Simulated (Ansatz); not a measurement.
# FH4N2SV: basis-set convergence

Aim: see how fast density functionals converge with the basis set for FH4N2SV.

Program: Ansatz 0.2.0, Gaussian basis. Level of theory: one geometry, several basis sets. These are calculated values, not measurements.

Levels to be run: PBE0-D4/def2-SVP; ωB97M-V/def2-SVP; PBE0-D4/def2-QZVPP; ωB97M-V/def2-QZVPP; the functionals' def2-TZVPP values are taken from earlier runs.

## Step 1: Structure used throughout

The geometry comes from an earlier relaxation with PBE0-D4 in a triple-zeta def2 set; it is a stationary point, not always the lowest conformer.

SMILES `[NH2][V]([NH2])([F])=[S]`, 9 atoms, charge 0, spin multiplicity 1.

Atoms are counted from 1 here; the program's logs count them from 0.

Bond lengths: N1–V2 1.814 Å, N1–H6 1.012 Å, N1–H7 1.008 Å, V2–N3 1.814 Å, V2–F4 1.743 Å, V2–S5 1.996 Å, N3–H8 1.008 Å, N3–H9 1.012 Å. Angles: V2–N1–H6 121.8°, V2–N1–H7 126.2°, H6–N1–H7 111.9°, N1–V2–N3 111.6°, N1–V2–F4 108.1°, N1–V2–S5 107.6°, N3–V2–F4 108.0°, N3–V2–S5 107.7°, F4–V2–S5 113.9°, V2–N3–H8 126.3°, V2–N3–H9 121.6°, H8–N3–H9 111.9°.

As a file:

```
N    -1.1894    0.7847   -0.6011
V     0.4158   -0.0471   -0.4551
N     0.6292   -0.8047    1.1787
F     0.4787   -1.3148   -1.6498
S     1.8364    1.3387   -0.6698
H    -2.0598    0.2948   -0.4402
H    -1.3373    1.7670   -0.7709
H     1.3348   -0.5693    1.8585
H    -0.0199   -1.4956    1.5324
```

## Step 2: PBE0-D4 in def2-SVP

Contents of in.yaml:

```yaml
crystal:
  periodic: [false, false, false]
  atoms:
    - {symbol: N, position_ang: [-1.189410, 0.784748, -0.601054]}
    - {symbol: V, position_ang: [0.415843, -0.047094, -0.455063]}
    - {symbol: N, position_ang: [0.629171, -0.804730, 1.178734]}
    - {symbol: F, position_ang: [0.478743, -1.314807, -1.649790]}
    - {symbol: S, position_ang: [1.836362, 1.338748, -0.669831]}
    - {symbol: H, position_ang: [-2.059781, 0.294753, -0.440173]}
    - {symbol: H, position_ang: [-1.337338, 1.767000, -0.770935]}
    - {symbol: H, position_ang: [1.334847, -0.569341, 1.858532]}
    - {symbol: H, position_ang: [-0.019936, -1.495578, 1.532379]}
basis:
  gaussian: {orbitals: def2-SVP}
hamiltonian: {xc: pbe0, dispersion: d4}
output: {orbitals: {seedname: orbitals}}
```

Further steps of the session: ωB97M-V in def2-SVP; PBE0-D4 in def2-QZVPP; ωB97M-V in def2-QZVPP.

**Question.** What will the summary of the whole plan be? Wanted: PBE0-D4: double and triple zeta above quadruple; ωB97M-V: double and triple zeta above quadruple.

**Answer**, as computed:

```
                                       quantity           value
PBE0-D4: double and triple zeta above quadruple  15.53, 1.16 eV
ωB97M-V: double and triple zeta above quadruple  15.62, 1.09 eV
```

PBE0-D4 gains 14.36 eV from double to triple zeta, then 1.16 eV more. Total energies overstate the basis error of differences, where much of it tends to cancel.
